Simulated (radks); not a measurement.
**Ionisation of Xe⁺: one atom, several choices of exchange strength α**

How much does the choice of exchange strength α matter for taking an electron from Xe⁺? Both Xe⁺ ([Kr] 4d10 5s2 5p5) and Xe²⁺ ([Kr] 4d10 5s2 5p4) are run for each choice.

Method: Dirac Kohn-Sham, spin-unpolarised, spherical densities, finite nucleus; open shells fill j = l - 1/2 first. Code: radks (a radial shooting solver on a logarithmic mesh, Libxc functionals) version 1.

### 1 The system

```
element       : xenon (Z = 54)
charge        : +1
electrons     : 53
configuration : [Kr] 4d10 5s2 5p5
ion           : Xe²⁺, [Kr] 4d10 5s2 5p4
choices       : α = 0.577; α = 0.665; α = 0.667; α = 0.72; α = 0.758; α = 0.952; α = 1.031
```

### 2 α = 0.577: Xe⁺

Settings of this run:

```text
Z 54
configuration [Kr] 4d10 5s2 5p5
relativity Dirac
functional xalpha 0.577
spin unpolarised
j_filling energy
nucleus finite rms 4.7859 fm
c 137.035999084
```

### 3 α = 0.577: Xe²⁺

Input: that of step 2 with these lines changed.

```diff
@@ -1,3 +1,3 @@
 Z 54
-configuration [Kr] 4d10 5s2 5p5
+configuration [Kr] 4d10 5s2 5p4
 relativity Dirac
```

### 4 α = 0.665: Xe⁺

Settings of this run:

```text
Z 54
configuration [Kr] 4d10 5s2 5p5
relativity Dirac
functional xalpha 0.665
spin unpolarised
j_filling energy
nucleus finite rms 4.7859 fm
c 137.035999084
```

### 5 α = 0.665: Xe²⁺

Input: that of step 4 with these lines changed.

```diff
@@ -1,3 +1,3 @@
 Z 54
-configuration [Kr] 4d10 5s2 5p5
+configuration [Kr] 4d10 5s2 5p4
 relativity Dirac
```

### 6 α = 0.667: Xe⁺

Settings of this run:

```text
Z 54
configuration [Kr] 4d10 5s2 5p5
relativity Dirac
functional xalpha 0.667
spin unpolarised
j_filling energy
nucleus finite rms 4.7859 fm
c 137.035999084
```

### 7 α = 0.667: Xe²⁺

Input: that of step 6 with these lines changed.

```diff
@@ -1,3 +1,3 @@
 Z 54
-configuration [Kr] 4d10 5s2 5p5
+configuration [Kr] 4d10 5s2 5p4
 relativity Dirac
```

### 8 α = 0.72: Xe⁺

Settings of this run:

```text
Z 54
configuration [Kr] 4d10 5s2 5p5
relativity Dirac
functional xalpha 0.72
spin unpolarised
j_filling energy
nucleus finite rms 4.7859 fm
c 137.035999084
```

### 9 α = 0.72: Xe²⁺

Input: that of step 8 with these lines changed.

```diff
@@ -1,3 +1,3 @@
 Z 54
-configuration [Kr] 4d10 5s2 5p5
+configuration [Kr] 4d10 5s2 5p4
 relativity Dirac
```

### 10 α = 0.758: Xe⁺

Settings of this run:

```text
Z 54
configuration [Kr] 4d10 5s2 5p5
relativity Dirac
functional xalpha 0.758
spin unpolarised
j_filling energy
nucleus finite rms 4.7859 fm
c 137.035999084
```

### 11 α = 0.758: Xe²⁺

Input: that of step 10 with these lines changed.

```diff
@@ -1,3 +1,3 @@
 Z 54
-configuration [Kr] 4d10 5s2 5p5
+configuration [Kr] 4d10 5s2 5p4
 relativity Dirac
```

### 12 α = 0.952: Xe⁺

Settings of this run:

```text
Z 54
configuration [Kr] 4d10 5s2 5p5
relativity Dirac
functional xalpha 0.952
spin unpolarised
j_filling energy
nucleus finite rms 4.7859 fm
c 137.035999084
```

### 13 α = 0.952: Xe²⁺

Input: that of step 12 with these lines changed.

```diff
@@ -1,3 +1,3 @@
 Z 54
-configuration [Kr] 4d10 5s2 5p5
+configuration [Kr] 4d10 5s2 5p4
 relativity Dirac
```

### 14 α = 1.031: Xe⁺

Settings of this run:

```text
Z 54
configuration [Kr] 4d10 5s2 5p5
relativity Dirac
functional xalpha 1.031
spin unpolarised
j_filling energy
nucleus finite rms 4.7859 fm
c 137.035999084
```

### 15 α = 1.031: Xe²⁺

Input: that of step 14 with these lines changed.

```diff
@@ -1,3 +1,3 @@
 Z 54
-configuration [Kr] 4d10 5s2 5p5
+configuration [Kr] 4d10 5s2 5p4
 relativity Dirac
```

**Question.** What will these runs give? Wanted: for each run, exchange strength α; E(Xe⁺); Δ-SCF; −ε(HOMO); <r> HOMO; error.

**Answer**, as computed:

| exchange strength α | E(Xe⁺) (hartree) | Δ-SCF (eV) | −ε(HOMO) (eV) | <r> HOMO (bohr) | error (eV) |
| --- | --- | --- | --- | --- | --- |
| α = 0.577 | -7414.86665 | 18.939 | 14.334 | 2.278 | -2.04 |
| α = 0.665 | -7438.01803 | 20.047 | 15.370 | 2.239 | -0.93 |
| α = 0.667 | -7438.54499 | 20.072 | 15.394 | 2.238 | -0.90 |
| α = 0.72 | -7452.52223 | 20.754 | 16.034 | 2.215 | -0.22 |
| α = 0.758 | -7462.55886 | 21.249 | 16.500 | 2.199 | +0.27 |
| α = 0.952 | -7513.99628 | 23.863 | 18.972 | 2.121 | +2.89 |
| α = 1.031 | -7535.03716 | 24.967 | 20.023 | 2.092 | +3.99 |

What this shows: The NIST Atomic Spectra Database lists 20.975 eV (semi-empirical). The smallest miss is that of α = 0.72 (-0.22 eV), the largest that of α = 1.031 (+3.99 eV). The ionisation energies span 6.03 eV, the total energies of Xe⁺ 3270 eV: most of the change in the total cancels in the difference. α = 2/3 is LDA exchange; there is no correlation term. The tabulated value is met near α = 0.74. Spin polarisation and multiplet splitting are left out, so open shells lie too high by an amount that depends on their filling.
